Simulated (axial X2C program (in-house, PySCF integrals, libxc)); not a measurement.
# NTeO⁺: bond lengths and stretches, held linear

An exercise on one series of results from a longer session: the logs are not shown, and one member is left open.

Program: an in-house X2C program for linear molecules on PySCF integrals. Level of theory: all-electron X2C, two-component (2c) or spin-free, N dyall-av3z, Te dyall-v3z, O dyall-av3z. These are calculated values, not measurements.

All values are calculated.

2 further runs of the same task are left out: 2 set aside as unsound or not needed.

The first run:

The input, task.json:

```json
{"zs": [7, 52, 8], "q": 1, "bas": ["dyall-av3z", "dyall-v3z", "dyall-av3z"], "r0": [1.88, 1.85], "symm": 0, "scan": ["PBE0", "HF", "TPSSh"], "levels": ["PBE0", "HF", "LDA"], "nst": 2}
```

Keys: zs atomic numbers; q charge; bas basis sets; r0 starting distance in Å; symm equal bonds; scan levels of the two-bond scan; levels methods; nst determinants followed.

The run is started by

```
python solin.py task.json out
```

Masses N 14.003, Te 129.906, O 15.995 u.

Steps of the session up to this table: Scan at PBE0, 2c; Scan at TPSSh, 2c; Scan at PBE0, spin-free.

One table of the session follows, with a row left open; its other results are not shown here.

| level | r(N–Te) (Å) | r(Te–O) (Å) | lower stretch (cm⁻¹) | upper stretch (cm⁻¹) |
| --- | --- | --- | --- | --- |
| PBE0, 2c | 1.786 | 1.776 | 863.9 | 965.7 |
| TPSSh, 2c | ? | ? | ? | ? |
| PBE0, spin-free | 1.785 | 1.774 | 867.7 | 969.4 |
| TPSSh, spin-free | 1.800 | 1.789 | 841.3 | 941.8 |

**Question.** Estimate the row for TPSSh, 2c.

As computed: r(N–Te) (Å): 1.802; r(Te–O) (Å): 1.790; lower stretch (cm⁻¹): 838.6; upper stretch (cm⁻¹): 939.1. In the column «r(N–Te) (Å)» it is the highest.

Scans not shown above were run alike.

The molecule was held linear; bending was not examined, so a bent shape may lie lower.
